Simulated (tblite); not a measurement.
# C5H14OSi2: the cost of one run

Computed with tblite 0.8.0 and PySCF 2.14.0, with density-fitted response routines of our own, on a single molecule in the gas phase. Atoms count from 0, in the outputs and in this text.

## (1) The molecule as given

22 atoms, charge 0, multiplicity 1; geometry from: force field or distance geometry start.

Bonds of the start (Å): C0–C1 1.51, C1–O2 1.44, O2–Si3 1.66, Si3–C4 1.87, Si3–C5 1.84, C5–C6 1.35, C6–Si7 1.85, C0–H8 1.10, C0–H9 1.10, C0–H10 1.09, C1–H11 1.09, C1–H12 1.08, Si3–H13 1.48, C4–H14 1.09, C4–H15 1.09, C4–H16 1.09, C5–H17 1.09, C6–H18 1.08, Si7–H19 1.49, Si7–H20 1.49, Si7–H21 1.48.

## (2) Relaxing the molecule with GFN2-xTB

What the job is given:

```
{"job": {"kind": "relax", "xc": "GFN2-xTB", "basis": "xTB"}, "charge": 0, "multiplicity": 1}
C     -2.771900     1.117700     0.795200
C     -1.998700     0.393200    -0.286400
O     -0.987500    -0.403600     0.367300
Si     0.049100    -1.285000    -0.589700
C      0.905900    -2.623800     0.397000
C      1.278300    -0.201900    -1.427500
C      1.983800     0.850100    -0.960500
Si     2.010300     1.630900     0.713100
H     -3.238600     0.405800     1.488900
H     -3.567600     1.739500     0.354900
H     -2.122100     1.757600     1.389000
H     -2.678200    -0.254200    -0.850200
H     -1.539800     1.124200    -0.940000
H     -0.749700    -1.938000    -1.649100
H      0.177100    -3.292900     0.847300
H      1.561700    -3.215600    -0.239800
H      1.517100    -2.192900     1.196000
H      1.426300    -0.502300    -2.460400
H      2.662600     1.355600    -1.630700
H      2.137500     0.587800     1.766300
H      0.763900     2.426500     0.919200
H      3.170200     2.540800     0.799300
```

The run is started by

```bash
$ OMP_NUM_THREADS=1 python probes_run.py task.json out
```

The driver reads the jobs from task.json and runs them one after another.

Q: Estimate the wall time and peak memory of this first job on 1 thread of Arm Neoverse N1, shared host.

About 2 s, with a peak of 0.18 GiB.
